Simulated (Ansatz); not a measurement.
**ZrV: a trial structure relaxed**

Where does ZrV go from the start given, CuPt (L1_1) type (R-3m, No. 166)?

Computed with Ansatz 0.2.0 (DFT PBE, scalar-relativistic, plane waves, PAW, unless a step's input says otherwise).

1 further run of the same task is left out (it didn't finish).

## Step 1: The structure to begin with

Symmetry: R-3m, No. 166, trigonal system. Conventional cell: a = 2.737 Å, b = 2.737 Å, c = 13.075 Å, α = 90.00°, β = 90.00°, γ = 120.00°. Around Zr (site symmetry -3m) lie 6 V at 2.69 Å and 6 Zr at 2.74 Å. V (site symmetry -3m) is surrounded by 6 Zr at 2.69 Å and 6 V at 2.74 Å.

Coordinates:

```
CELL_PARAMETERS angstrom
1.36835 0.79002 4.35844
-1.36835 0.79002 4.35844
0.00000 -1.58003 4.35844
ATOMIC_POSITIONS crystal
Zr 0.00000 0.00000 0.00000
V 0.50000 0.50000 0.50000
```

(A quick probe on a coarse mesh, which set the mesh and smearing, is not shown.)

## Step 3: A loose first relaxation

Input file input.yaml:

```yaml
crystal:
  lattice:
    - [1.3683469304, 0.7900154686, 4.358438371]
    - [-1.3683469304, 0.7900154686, 4.358438371]
    - [0.0, -1.5800309373, 4.358438371]
  atoms:
    - { symbol: Zr, position: [0.0, 0.0, 0.0] }
    - { symbol: V, position: [0.5, 0.5, 0.5] }
basis:
  ecutwfc: 420
kpoints:
  mp_grid: { grid: [6, 6, 6] }
hamiltonian:
  xc: pbe
scf:
  occupations: { method: gaussian, width: 0.1 }
  lower_state_search: "off"
output:
  forces: true
  stress: true
  eigenvalues: true
relax:
  adjacent_minimum: "off"
  f_tol: 0.04
  max_steps: 70
  cell: { stress_tol: 0.4 }
```

Launch:

```sh
ansatz run input.yaml --threads 1 --pin off --max-ram 2560MiB --backend cpu --events-out ev --progress --plain --runs-dir out
```

The session goes on with these runs: the relaxation.

Before running it: what results should come out?

**Answer**, as computed:

Formation energies count from the elements, computed with the same settings in runs not shown here.

```
                          quantity                                                                        value
               cell (conventional)  a = 3.020 Å, b = 3.020 Å, c = 14.085 Å, α = 90.00°, β = 90.00°, γ = 120.00°
                       space group                                                               R-3m (No. 166)
                            volume                                                                18.54 Å³/atom
                   gap on the mesh                                                                 none (metal)
formation energy from the elements                                                               +0.423 eV/atom
```

What this shows: The space group stayed R-3m, and from the first guess the volume went from 14.13 to 18.54 Å³/atom. The formation energy of +0.42 eV/atom is positive, so the elements lie lower than this structure; another structure of the compound can lie lower.
